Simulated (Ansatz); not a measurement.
# C2H7InO: a ladder of functionals and wavefunction methods

One table from this session's results is given with a row withheld; the runs are named, their logs left out.

Program: Ansatz 0.2.0, Gaussian basis. Level of theory: functionals in def2-TZVPP, the program's frozen cores in correlated methods. These are calculated values, not measurements.

Levels to be run: PBE-D4, r2SCAN-D4, PBE0-D4, B3LYP-D4, ωB97X-V, ωB97M-V, B2PLYP; CCSD(T)/def2-TZVPP; MP2/def2-QZVPP; extrapolation to the limit.

### The relaxed structure

An earlier PBE0-D4 in a triple-zeta def2 set relaxation fixed the geometry. In takes the def2 core potential; no spin-orbit term is included.

11 atoms, charge 0, spin multiplicity 1.

Atoms are counted from 1 here; the program's logs count them from 0.

Bond lengths: C1–In2 2.161 Å, C1–H5 1.091 Å, C1–H6 1.093 Å, C1–H7 1.091 Å, In2–C3 2.189 Å, In2–H8 1.734 Å, C3–O4 1.422 Å, C3–H9 1.099 Å, C3–H10 1.093 Å, O4–H11 0.959 Å. Angles: In2–C1–H5 111.3°, In2–C1–H6 109.7°, In2–C1–H7 110.7°, H5–C1–H6 108.5°, H5–C1–H7 108.9°, H6–C1–H7 107.7°, C1–In2–C3 116.7°, C1–In2–H8 120.9°, C3–In2–H8 122.4°, In2–C3–O4 114.0°, In2–C3–H9 110.7°, In2–C3–H10 108.0°, O4–C3–H9 111.5°, O4–C3–H10 106.2°, H9–C3–H10 105.9°, C3–O4–H11 108.8°.

Set-up of the first run:

in.yaml reads:

```yaml
crystal:
  periodic: [false, false, false]
  atoms:
    - {symbol: C, position_ang: [-1.117464, 1.582643, -0.077349]}
    - {symbol: In, position_ang: [0.431334, 0.333577, -0.921220]}
    - {symbol: C, position_ang: [0.939614, -1.485043, 0.185990]}
    - {symbol: O, position_ang: [-0.027834, -1.861073, 1.157702]}
    - {symbol: H, position_ang: [-1.737178, 1.025415, 0.626715]}
    - {symbol: H, position_ang: [-0.663932, 2.424926, 0.452117]}
    - {symbol: H, position_ang: [-1.754721, 1.990237, -0.863699]}
    - {symbol: H, position_ang: [1.224949, 0.774666, -2.398431]}
    - {symbol: H, position_ang: [1.942997, -1.404621, 0.627321]}
    - {symbol: H, position_ang: [0.991520, -2.311393, -0.527012]}
    - {symbol: H, position_ang: [-0.163886, -1.126233, 1.758467]}
basis:
  gaussian: {orbitals: def2-TZVPP}
hamiltonian: {xc: pbe, dispersion: d4}
output: {forces: true, orbitals: {seedname: orbitals}}
```

The run is started by

```
> ansatz run in.yaml --threads 4 --pin off --events-out ev --progress --plain --max-ram 10444MiB
```

Among the steps run: PBE-D4 (GGA); r2SCAN-D4 (meta-GGA); PBE0-D4 (hybrid); B3LYP-D4 (hybrid); ωB97X-V (range-separated); ωB97M-V (range-separated); B2PLYP (double hybrid); CCSD(T) in def2-TZVPP; MP2 in def2-QZVPP.

One table of the session follows, with a row left open; its other results are not shown here.

```
            method  atomisation energy (kJ/mol)
            PBE-D4                       3667.8
         r2SCAN-D4                       3619.3
           PBE0-D4                       3609.3
          B3LYP-D4                       3601.2
           ωB97X-V                       3628.4
           ωB97M-V                       3628.1
            B2PLYP                       3566.9
     HF/def2-TZVPP                            ?
    MP2/def2-TZVPP                       3566.8
   CCSD/def2-TZVPP                       3492.6
CCSD(T)/def2-TZVPP                       3543.5
           MP2/CBS                       3653.2
       CCSD(T)/CBS                       3629.9
```

Q: Estimate the row for HF/def2-TZVPP from the others.

The run gave: atomisation energy (kJ/mol): 2586.1. In the column «atomisation energy (kJ/mol)» it is the lowest.
